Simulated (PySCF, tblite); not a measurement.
# Si30H48: electronic excitations, NMR shifts, part 2 of 2

tblite 0.8.0 and PySCF 2.14.0. Atoms count from 0. The steps go on from the part before.

## 4. NMR shifts: GIAO KT3/pcSseg-1

What the job is given:

```
{"job": {"kind": "nmr", "xc": "KT3", "basis": "pcSseg-1", "pop": false}, "charge": 0, "multiplicity": 1}
Si     6.009745     1.145920    -0.280541
Si     4.007016     2.188268     0.325640
Si     2.004054     1.145782    -0.279874
Si     2.003971    -1.146536     0.277519
Si     4.007587    -2.186635    -0.329725
Si     6.009697    -1.144850     0.277970
Si   -10.007181     1.146454    -0.280725
Si   -11.999199     2.211241     0.324468
Si   -13.928089     1.105503    -0.361771
Si   -13.927478    -1.104265     0.361033
Si   -11.998363    -2.210906    -0.324558
Si   -10.007291    -1.144447     0.282497
Si    -2.004439     1.146021    -0.277966
Si    -4.007370     2.187787     0.328935
Si    -6.009107     1.144814    -0.278884
Si    -6.009680    -1.144733     0.280762
Si    -4.007442    -2.187292    -0.326395
Si    -2.003054    -1.145850     0.279216
Si     0.000069     2.186886     0.330119
Si    -0.000343    -2.187138    -0.329560
Si    10.007895     1.145678    -0.280294
Si     8.010547     2.186047     0.336076
Si     8.011394    -2.185307    -0.335845
Si    10.007353    -1.144601     0.282821
Si    13.928461     1.104902    -0.357839
Si    11.999150     2.211515     0.326743
Si    11.999033    -2.210857    -0.322548
Si    13.928847    -1.104937     0.362499
Si    -8.009108     2.185668     0.335831
Si    -8.009696    -2.185916    -0.334364
H      6.026124     1.142474    -1.768536
H      4.017627     2.277236     1.797888
H      4.015155     3.600478    -0.095664
H      2.005898     1.142950    -1.768062
H      2.007843    -1.141938     1.765764
H      4.015837    -2.274638    -1.801918
H      4.014654    -3.599161     0.089933
H      6.024013    -1.141076     1.766011
H    -10.012141     1.133830    -1.768381
H    -12.009117     2.290719     1.795798
H    -11.997891     3.624326    -0.084112
H    -13.969808     1.120734    -1.834231
H    -15.162558     1.815376     0.005462
H    -13.969172    -1.119272     1.833613
H    -15.161708    -1.814963    -0.005729
H    -12.008741    -2.291646    -1.795991
H    -11.999039    -3.624104     0.084458
H    -10.013261    -1.133720     1.770316
H     -2.006355     1.142530    -1.765996
H     -4.015884     2.275978     1.801253
H     -4.013837     3.600418    -0.091008
H     -6.023599     1.141001    -1.766573
H     -6.024445    -1.140997     1.768537
H     -4.016890    -2.275731    -1.798892
H     -4.014882    -3.600160     0.093759
H     -2.006104    -1.143087     1.767333
H      0.001200     2.277612     1.802809
H     -0.000127     3.599390    -0.092717
H      0.000086    -2.277209    -1.801871
H      0.000796    -3.598856     0.094055
H     10.013808     1.134366    -1.767745
H      8.023407     2.260867     1.808658
H      8.022429     3.603052    -0.068482
H      8.027548    -2.260012    -1.808439
H      8.022404    -3.602403     0.068324
H     10.013965    -1.133997     1.770051
H     13.970693     1.120775    -1.830147
H     15.161918     1.816155     0.009486
H     12.009233     2.291470     1.798152
H     11.999241     3.624947    -0.081718
H     12.010690    -2.291106    -1.794029
H     11.999350    -3.624372     0.086160
H     13.970575    -1.120753     1.834883
H     15.162692    -1.815486    -0.005409
H     -8.024796     2.261762     1.808226
H     -8.022385     3.602151    -0.070084
H     -8.024574    -2.261790    -1.807013
H     -8.022298    -3.602808     0.071033
```

Method: GIAO KT3/pcSseg-1 NMR shielding, non-relativistic, gas phase.

The log of the run:

```text
start: PBE on a coarse grid of 74974 points
cycle   1  E = -8708.8301065190  dE =  7.291e-01  |g| = 4.792e-01  |ddm| = 8.605e+00
cycle   2  E = -8708.8716051984  dE = -4.150e-02  |g| = 3.024e-01  |ddm| = 1.038e+00
cycle   3  E = -8708.8910963165  dE = -1.949e-02  |g| = 1.450e-01  |ddm| = 7.257e-01
cycle   4  E = -8708.8999858614  dE = -8.890e-03  |g| = 2.203e-02  |ddm| = 3.518e-01
cycle   5  E = -8708.9001381937  dE = -1.523e-04  |g| = 9.099e-03  |ddm| = 5.632e-02
final grid: 565484 points
cycle   6  E = -8783.2893406228  dE = -1.630e-01  |g| = 6.548e-01  |ddm| = 1.619e+00
cycle   7  E = -8783.3059265999  dE = -1.659e-02  |g| = 3.077e-01  |ddm| = 7.303e-01
cycle   8  E = -8783.3119427382  dE = -6.016e-03  |g| = 4.077e-02  |ddm| = 3.109e-01
cycle   9  E = -8783.3126163871  dE = -6.736e-04  |g| = 9.620e-03  |ddm| = 9.591e-02
cycle  10  E = -8783.3126538708  dE = -3.748e-05  |g| = 1.555e-03  |ddm| = 2.461e-02
cycle  11  E = -8783.3126557711  dE = -1.900e-06  |g| = 6.446e-04  |ddm| = 3.861e-03
cycle  12  E = -8783.3126553415  dE =  4.296e-07  |g| = 2.907e-04  |ddm| = 1.901e-03
cycle  13  E = -8783.3126580944  dE = -2.753e-06  |g| = 4.623e-05  |ddm| = 6.690e-04
converged SCF energy = -8783.3126580944

GIAO shielding tensors (ppm)
atom      isotropic    diamagn.    paramagn.     s11        s22        s33       span
  0 Si     473.146     888.629    -415.483    438.215    485.876    495.346     57.131
  1 Si     464.130     887.816    -423.687    433.069    470.838    488.482     55.414
  2 Si     472.490     889.926    -417.436    436.062    485.609    495.798     59.736
  3 Si     472.604     889.928    -417.324    436.170    485.772    495.870     59.701
  4 Si     464.221     887.831    -423.610    433.233    470.889    488.542     55.309
  5 Si     473.200     888.640    -415.440    438.305    485.936    495.360     57.055
  6 Si     475.079     886.544    -411.465    444.010    488.349    492.877     48.868
  7 Si     468.897     882.206    -413.309    445.712    469.058    491.919     46.207
  8 Si     474.042     878.905    -404.862    452.839    476.305    492.983     40.143
  9 Si     474.026     878.885    -404.859    452.855    476.255    492.967     40.112
 10 Si     468.759     882.166    -413.407    445.610    468.663    492.003     46.393
 11 Si     474.921     886.526    -411.605    443.945    488.152    492.666     48.720
 12 Si     472.576     889.937    -417.361    436.149    485.779    495.800     59.652
 13 Si     464.150     887.833    -423.682    433.262    470.647    488.543     55.281
 14 Si     473.343     888.623    -415.280    438.583    486.077    495.369     56.786
 15 Si     473.295     888.640    -415.344    438.466    486.058    495.363     56.897
 16 Si     464.113     887.822    -423.709    433.119    470.744    488.475     55.356
 17 Si     472.612     889.923    -417.311    436.150    485.694    495.991     59.841
 18 Si     463.707     888.429    -424.723    432.577    470.459    488.084     55.507
 19 Si     463.883     888.436    -424.553    432.699    470.883    488.067     55.368
 20 Si     475.107     886.537    -411.430    444.136    488.385    492.799     48.663
 21 Si     463.941     885.977    -422.036    433.567    469.141    489.115     55.548
 22 Si     463.969     885.960    -421.992    433.613    469.108    489.185     55.572
 23 Si     475.124     886.510    -411.385    444.116    488.290    492.966     48.850
 24 Si     474.130     878.890    -404.759    452.957    476.413    493.021     40.064
 25 Si     468.823     882.168    -413.345    445.667    468.800    492.004     46.337
 26 Si     468.800     882.146    -413.345    445.581    468.819    492.001     46.419
 27 Si     474.073     878.905    -404.833    452.896    476.397    492.925     40.029
 28 Si     464.051     885.922    -421.871    433.713    469.285    489.156     55.443
 29 Si     463.894     885.943    -422.048    433.575    468.966    489.141     55.566
 30 H       27.979      36.560      -8.581     24.516     28.303     31.117      6.601
 31 H       28.132      36.001      -7.869     23.911     28.468     32.019      8.107
 32 H       28.072      35.056      -6.984     22.236     28.023     33.957     11.722
 33 H       27.954      37.744      -9.790     24.449     28.417     30.997      6.548
 34 H       27.955      37.746      -9.791     24.451     28.420     30.996      6.545
 35 H       28.136      36.004      -7.869     23.915     28.465     32.027      8.112
 36 H       28.076      35.067      -6.992     22.237     28.028     33.962     11.725
 37 H       27.979      36.570      -8.591     24.515     28.309     31.112      6.597
 38 H       28.100      34.169      -6.068     24.808     27.863     31.630      6.822
 39 H       28.230      28.604      -0.374     24.781     27.032     32.878      8.097
 40 H       28.078      27.455       0.622     22.996     26.718     34.519     11.523
 41 H       28.213      26.318       1.894     25.187     26.273     33.178      7.991
 42 H       28.047      22.514       5.533     23.606     25.163     35.372     11.767
 43 H       28.212      26.307       1.905     25.189     26.273     33.174      7.985
 44 H       28.047      22.507       5.540     23.604     25.165     35.372     11.768
 45 H       28.227      28.580      -0.353     24.781     27.026     32.875      8.094
 46 H       28.073      27.430       0.643     22.999     26.711     34.511     11.513
 47 H       28.097      34.156      -6.059     24.804     27.858     31.628      6.824
 48 H       27.957      37.752      -9.795     24.452     28.422     30.998      6.546
 49 H       28.133      36.005      -7.872     23.916     28.462     32.021      8.106
 50 H       28.073      35.064      -6.991     22.239     28.022     33.956     11.717
 51 H       27.984      36.555      -8.571     24.518     28.308     31.125      6.607
 52 H       27.982      36.566      -8.583     24.518     28.306     31.123      6.605
 53 H       28.131      36.001      -7.870     23.912     28.464     32.016      8.104
 54 H       28.069      35.059      -6.989     22.235     28.021     33.952     11.717
 55 H       27.956      37.743      -9.787     24.449     28.420     31.000      6.551
 56 H       28.125      36.534      -8.410     23.880     28.494     32.000      8.120
 57 H       28.064      35.589      -7.525     22.216     28.062     33.912     11.696
 58 H       28.130      36.538      -8.408     23.882     28.502     32.007      8.125
 59 H       28.071      35.594      -7.523     22.218     28.068     33.926     11.708
 60 H       28.102      34.163      -6.061     24.808     27.863     31.635      6.827
 61 H       28.140      34.245      -6.105     24.074     28.234     32.113      8.040
 62 H       28.062      33.346      -5.284     22.316     27.830     34.040     11.724
 63 H       28.139      34.238      -6.099     24.074     28.233     32.112      8.038
 64 H       28.062      33.335      -5.273     22.316     27.829     34.042     11.726
 65 H       28.105      34.156      -6.051     24.809     27.863     31.642      6.832
 66 H       28.216      26.312       1.904     25.193     26.274     33.180      7.987
 67 H       28.051      22.510       5.541     23.606     25.169     35.380     11.774
 68 H       28.228      28.586      -0.358     24.781     27.028     32.875      8.094
 69 H       28.074      27.431       0.643     22.998     26.711     34.512     11.514
 70 H       28.227      28.570      -0.343     24.779     27.028     32.874      8.095
 71 H       28.072      27.415       0.657     22.996     26.710     34.510     11.514
 72 H       28.214      26.319       1.895     25.191     26.272     33.179      7.987
 73 H       28.049      22.524       5.525     23.605     25.166     35.375     11.770
 74 H       28.143      34.209      -6.066     24.072     28.236     32.120      8.047
 75 H       28.064      33.312      -5.248     22.316     27.833     34.045     11.729
 76 H       28.138      34.223      -6.085     24.073     28.231     32.110      8.038
 77 H       28.060      33.326      -5.266     22.317     27.826     34.036     11.720
```

Run time: 21 s. Hardware: 8 threads of Intel Xeon 6975P-C, shared host; peak memory 3 GiB.

Shifts follow as δ = σ(reference) − σ, with reference shieldings (ppm) from runs at the same level and on the same kind of geometry: $^{1}$H TMS 31.76, $^{29}$Si TMS 361.7. The references are single molecules in the gas phase. Atoms listed in one row are averaged.

```
                 atoms                           environment  σ (ppm)  δ (ppm)
    H33, H34, H48, H55  hydrogen on a silicon bonded to 3 Si    27.96     3.80
    H30, H37, H51, H52  hydrogen on a silicon bonded to 3 Si    27.98     3.78
    H42, H44, H67, H73  hydrogen on a silicon bonded to 2 Si    28.05     3.71
    H62, H64, H75, H77  hydrogen on a silicon bonded to 2 Si    28.06     3.70
              H57, H59  hydrogen on a silicon bonded to 2 Si    28.07     3.69
    H32, H36, H50, H54  hydrogen on a silicon bonded to 2 Si    28.07     3.69
    H40, H46, H69, H71  hydrogen on a silicon bonded to 2 Si    28.07     3.69
    H38, H47, H60, H65  hydrogen on a silicon bonded to 3 Si    28.10     3.66
              H56, H58  hydrogen on a silicon bonded to 2 Si    28.13     3.63
    H31, H35, H49, H53  hydrogen on a silicon bonded to 2 Si    28.13     3.63
    H61, H63, H74, H76  hydrogen on a silicon bonded to 2 Si    28.14     3.62
    H41, H43, H66, H72  hydrogen on a silicon bonded to 2 Si    28.21     3.55
    H39, H45, H68, H70  hydrogen on a silicon bonded to 2 Si    28.23     3.53
            Si18, Si19           silicon bonded to 2 Si, 2 H    463.8   -102.1
Si21, Si22, Si28, Si29           silicon bonded to 2 Si, 2 H    464.0   -102.3
  Si1, Si4, Si13, Si16           silicon bonded to 2 Si, 2 H    464.2   -102.5
 Si7, Si10, Si25, Si26           silicon bonded to 2 Si, 2 H    468.8   -107.1
  Si2, Si3, Si12, Si17             silicon bonded to 3 Si, H    472.6   -110.9
  Si0, Si5, Si14, Si15             silicon bonded to 3 Si, H    473.2   -111.6
  Si8, Si9, Si24, Si27           silicon bonded to 2 Si, 2 H    474.1   -112.4
 Si6, Si11, Si20, Si23             silicon bonded to 3 Si, H    475.1   -113.4
```

Ring of atoms Si0, Si1, Si2, Si3, Si4, Si5: NICS(0) -2.1, NICS(1) -1.6, NICS(1)zz 7.5 ppm (means of both faces).

Ring of atoms Si0, Si5, Si20, Si21, Si22, Si23: NICS(0) -2.1, NICS(1) -1.6, NICS(1)zz 7.3 ppm (means of both faces).

Ring of atoms Si2, Si3, Si12, Si17, Si18, Si19: NICS(0) -2.1, NICS(1) -1.6, NICS(1)zz 7.5 ppm (means of both faces).

## 5. Summary of results

The summary covers parts 1 to 2.

| quantity | value |
| --- | --- |
| lowest singlet (PBE0/6-31G*) | 4.04 eV (307 nm), f = 0.000 |
| brightest single state of those computed | state 5, 4.64 eV, f = 4.395 |
| lowest triplet | 3.83 eV |
| $^{1}$H shifts against TMS (KT3/pcSseg-1, means over atoms taken as alike) | 3.80, 3.78, 3.71, 3.70, 3.69, 3.69, 3.69, 3.66, 3.63, 3.63, 3.62, 3.55, 3.53 ppm |
| $^{29}$Si shifts against TMS (KT3/pcSseg-1, means over atoms taken as alike) | -102.1, -102.3, -102.5, -107.1, -110.9, -111.6, -112.4, -113.4 ppm |

In words: The lowest singlet, at 4.04 eV, is HOMO→LUMO 0.93 and is dark; of the 6 states computed, the strongest absorption comes from state 5 at 4.64 eV. The lowest triplet lies 0.20 eV below the lowest singlet.
